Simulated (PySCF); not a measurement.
**C₅H₉NOSi: electronic excitations**

Aim: predict the electronic excitations of C₅H₉NOSi (`C=C([SiH3])/C=N\C(C)=O`).

Computed with PySCF 2.14.0, with density-fitted response routines of our own, on a single molecule in the gas phase. Atoms are numbered from 0 throughout.

## (1) The starting structure

17 atoms, charge 0, multiplicity 1; geometry from: GFN2-xTB.

Bonds of the start (Å): C0–C1 1.34, C1–Si2 1.90, C1–C3 1.46, C3–N4 1.26, N4–C5 1.35, C5–C6 1.52, C5–O7 1.21, C0–H8 1.08, C0–H9 1.08, Si2–H10 1.45, Si2–H11 1.47, Si2–H12 1.46, C3–H13 1.09, C6–H14 1.09, C6–H15 1.09, C6–H16 1.09.

## (2) Ultraviolet spectrum: CAM-B3LYP/def2-SVPD

The job: settings as JSON, then the geometry in Å.

```
{"job": {"kind": "uv", "xc": "CAM-B3LYP", "basis": "def2-SVPD", "nstates": 8, "ntriplets": 3}, "charge": 0, "multiplicity": 1}
C      2.362104     1.463998     0.199160
C      1.299562     0.685031    -0.022867
Si     1.377098    -1.202702     0.198436
C      0.087019     1.335842    -0.498118
N     -1.043168     0.822501    -0.700483
C     -1.567125    -0.423726    -0.695067
C     -2.614268    -0.598692     0.386975
O     -1.352493    -1.244410    -1.561761
H      2.332956     2.535983     0.060524
H      3.301097     1.055816     0.532066
H      1.309915    -1.853439    -1.100809
H      2.662539    -1.464987     0.853174
H      0.299898    -1.607464     1.104077
H      0.157708     2.408615    -0.684401
H     -3.477554     0.015710     0.139322
H     -2.226796    -0.274607     1.349990
H     -2.915493    -1.641441     0.429874
```

Method: TDDFT CAM-B3LYP/def2-SVPD, vertical, gas phase, core orbitals frozen in the response.

Command:

```bash
$ OMP_NUM_THREADS=1 python probes_run.py task.json out
```

One launch serves the whole session: the jobs run in the order shown.

The program printed:

```text
coarse grid: 14784 points
cycle   1  E = -614.6391090156  dE =  1.224e+00  |g| = 8.531e-01  |ddm| = 6.921e+00
cycle   2  E = -614.3775598183  dE =  2.615e-01  |g| = 1.479e+00  |ddm| = 3.454e+00
cycle   3  E = -614.7943066937  dE = -4.167e-01  |g| = 1.470e-01  |ddm| = 2.302e+00
cycle   4  E = -614.7977917743  dE = -3.485e-03  |g| = 8.446e-02  |ddm| = 4.803e-01
cycle   5  E = -614.7992106508  dE = -1.419e-03  |g| = 2.378e-02  |ddm| = 2.141e-01
cycle   6  E = -614.7993465739  dE = -1.359e-04  |g| = 4.675e-03  |ddm| = 5.742e-02
cycle   7  E = -614.7993557472  dE = -9.173e-06  |g| = 1.525e-03  |ddm| = 1.626e-02
final grid: 138520 points
cycle   8  E = -614.9015694439  dE = -3.237e-05  |g| = 4.035e-03  |ddm| = 8.979e-02
cycle   9  E = -614.9015669936  dE =  2.450e-06  |g| = 5.623e-03  |ddm| = 1.622e-02
cycle  10  E = -614.9015733866  dE = -6.393e-06  |g| = 8.327e-04  |ddm| = 7.210e-03
cycle  11  E = -614.9015735311  dE = -1.445e-07  |g| = 2.281e-04  |ddm| = 1.381e-03
cycle  12  E = -614.9015735438  dE = -1.264e-08  |g| = 1.266e-04  |ddm| = 7.565e-04
cycle  13  E = -614.9015735481  dE = -4.374e-09  |g| = 2.953e-05  |ddm| = 3.105e-04
cycle  14  E = -614.9015735486  dE = -4.968e-10  |g| = 1.180e-05  |ddm| = 1.290e-04
converged SCF energy = -614.9015735486

Static polarisability (au): isotropic 99.053, principal 74.182 91.625 131.351

Singlet excitations
state   eV       nm        f      main configurations
  1   4.1573    298.2   0.00197   H->L 0.78, H-1->L 0.08
  2   5.0877    243.7   0.00165   H->L+2 0.33, H-2->L 0.23, H-1->L 0.16
  3   5.7320    216.3   0.12059   H-1->L 0.33, H->L+2 0.23, H->L 0.15
  4   6.0649    204.4   0.43971   H-2->L 0.54, H-1->L 0.35
  5   6.1637    201.2   0.01390   H-3->L 0.73, H-4->L 0.12
  6   6.9599    178.1   0.01774   H->L+3 0.32, H-2->L+2 0.15, H-1->L+2 0.09
  7   7.1268    174.0   0.02039   H->L+1 0.27, H->L+3 0.27, H-2->L+2 0.10
  8   7.3021    169.8   0.04459   H->L+1 0.35, H-2->L+2 0.23, H->L+2 0.15

Triplet excitations (Tamm-Dancoff, eV): 3.4676 3.7113 4.5757
```

Wall time 2.6 min (1 thread of Intel Xeon at 2.50GHz, shared host); peak memory 1.1 GiB.

The orbitals next to the gap, with their largest atomic shares:

| orbital | eV | atoms |
| --- | --- | --- |
| HOMO−3 | -10.87 | Si2 25 %, C1 21 %, H10 11 % |
| HOMO−2 | -9.68 | O7 27 %, N4 21 %, C1 11 % |
| HOMO−1 | -9.41 | N4 24 %, C0 18 %, C1 18 % |
| HOMO | -8.71 | O7 48 %, N4 22 %, C5 8 % |
| LUMO | -0.90 | C0 28 %, N4 20 %, C3 17 % |
| LUMO+1 | 0.98 | Si2 24 %, C0 14 %, C3 9 % |
| LUMO+2 | 1.07 | C5 22 %, O7 20 %, Si2 12 % |

With each of the 8 states as a Gaussian band of 0.4 eV half-width at 1/e, the curve within the window shown has maxima at 206 nm (ε 21,000), 172 nm (ε 3,000) L/(mol cm). Beyond the last state computed it falls off for lack of states. The curve at chosen wavelengths:

nm, ε (L/mol/cm) and a bar:
```
      163       1284 ##
      170       2870 ####
      178       2418 ###
      185       2473 ####
      193       8851 #############
      200      17832 ##########################
      207      20858 ##############################
      215      15182 ######################
      222       8489 ############
      230       3406 #####
      237       1295 ##
      244        450 #
      252        141 
      259         63 
      267         41 
      274         44 
      281         57 
      289         73 
      296         80 
      304         77 
      311         66 
      318         52 
      326         36 
      333         24 
      341         14 
      348          9
```

Leading natural transition orbitals of singlet state 4: the hole lies on C0, C1 about 26 % each; N4 16 %; O7 6 %; the particle on C3 24 %; N4 22 %; C0 18 %.

Leading natural transition orbitals of singlet state 1: the hole lies on N4 43 %; O7 28 %; H13 7 %; the particle on C3 28 %; N4 25 %; C0 17 %.

Ground-state properties from the same run:

| property | computed |
| --- | --- |
| dipole moment (D) | 3.93 |
| polarisability (Å³) | 14.68 |
| HOMO–LUMO gap (eV) | 7.81 |
| −ε(HOMO) (eV) | 8.71 |

Orbitals, density, ELF and potential are computed afterwards from the orbital file.

Frontier orbitals at CAM-B3LYP/def2-SVPD, with the share of their density that lies nearest to each atom:

| orbital | energy (eV) | lies on |
| --- | --- | --- |
| HOMO | -8.71 | O7 51 %; N4 25 % |
| LUMO | -0.90 | C0, C3 about 21 % each; N4 19 %; C1 14 % |

ELF in a plane through or near 9 of the atoms.

Ten even steps from ' ' (0.00) to '@' (1.00):
```
                                                        
                                                        
                                                        
                    ..**##::                            
          ::**++    ==@@@@==    ..                      
        ..@@@@@@##  ::@@@@**..==**--    ..++==          
        ..@@@@@@@@..  **##**++####==    ##@@@@++        
          ++@@@@##==::**++++%%##**..  ++@@@@@@%%..      
        ..==**::..%%++##%%++**++--..==**@@@@@@**        
      ::%%@@@@++==%%..::**..  ::--**%%::::**++..        
      ==@@@@@@%%==++**%%##::    ::++##==**@@%%::        
        ##@@##..  --%%++==----    ..::**@@@@@@%%..      
          ..    ::==..------@@++      ==@@@@@@##        
            ..%%@@@@========@@@@--      ==####          
            ##@@@@@@@@::..##@@%%==                      
            ##@@@@@@@@++..::==--..                      
            ::%%@@@@##::                                
                ::::..                                  
                                                        
                                                        
```
The map spans 12.1 Å across and 9.8 Å up, centred on the molecule. Atoms in the plane (x, y in Å): C0 (-2.7, 0.6), C1 (-1.4, 0.3), Si2 (-0.9, -1.6), C6 (2.7, 0.2), H8 (-3.0, 1.7), H9 (-3.5, -0.1), H11 (-2.1, -2.3), H14 (3.3, 1.0), H16 (3.3, -0.7).

log10 of the density (e/Å³) in the same plane.

Ten even steps from ' ' (-4.0) to '@' (0.9):
```
                                                        
                                                        
                ....::::::::..                          
          ..::::::----======--::::::....                
        ::--==========++++++====----::::::::....        
      ::--++******++++**##**++++++++==--====--::..      
    ..::==**##%%##****##########**++++++++++++--::..    
    ..--==**##%%%%######%%########******##%%##==--..    
    ::--==**%%@@@@%%%%%%%%########**####%%%%##++--::    
    ::--++##%%%%%%%%@@%%##********##%%@@@@%%**==--::    
    ::--++##%%######%%%%##**++++**####%%%%%%##==--::    
    ..--==++**++++**######****++++++**####%%##==--..    
      ::--====++++**##@@@@##****++==++++******==::..    
        ..--==++######@@@@####**++==--========::..      
        ..--==**##%%########**++==--::::::::::..        
        ..::==++********++++++==--::........            
          ::--==++++++++====----::..                    
          ..::::----------::::....                      
              ..::::::::....                            
                                                        
```
The map spans 12.1 Å across and 9.8 Å up, centred on the molecule. Atoms in the plane (x, y in Å): C0 (-2.7, 0.6), C1 (-1.4, 0.3), Si2 (-0.9, -1.6), C6 (2.7, 0.2), H8 (-3.0, 1.7), H9 (-3.5, -0.1), H11 (-2.1, -2.3), H14 (3.3, 1.0), H16 (3.3, -0.7).

On the surface of density 0.002 e/bohr³ the electrostatic potential runs, from the 1st to the 99th percentile, from -1.93 V near O7 to 1.23 V near H8.

## (3) Summary of results

```
                                quantity                        value
    lowest singlet (CAM-B3LYP/def2-SVPD)  4.16 eV (298 nm), f = 0.002
brightest single state of those computed  state 4, 6.06 eV, f = 0.440
                          lowest triplet                      3.47 eV
   surface potential, 1st and 99th percentile           -1.93 V and 1.23 V
```

What this shows: The first singlet state (HOMO→LUMO 0.78, HOMO−1→LUMO 0.08) lies at 4.16 eV and is weak; of the 8 states computed, the strongest absorption comes from state 4 at 6.06 eV. The lowest triplet lies 0.69 eV below the lowest singlet (triplets in Tamm-Dancoff, singlets in full TDDFT). By nearest atom (CAM-B3LYP/def2-SVPD), the HOMO sits on O7 51 %; N4 25 % and the LUMO on C0, C3 about 21 % each; N4 19 %.
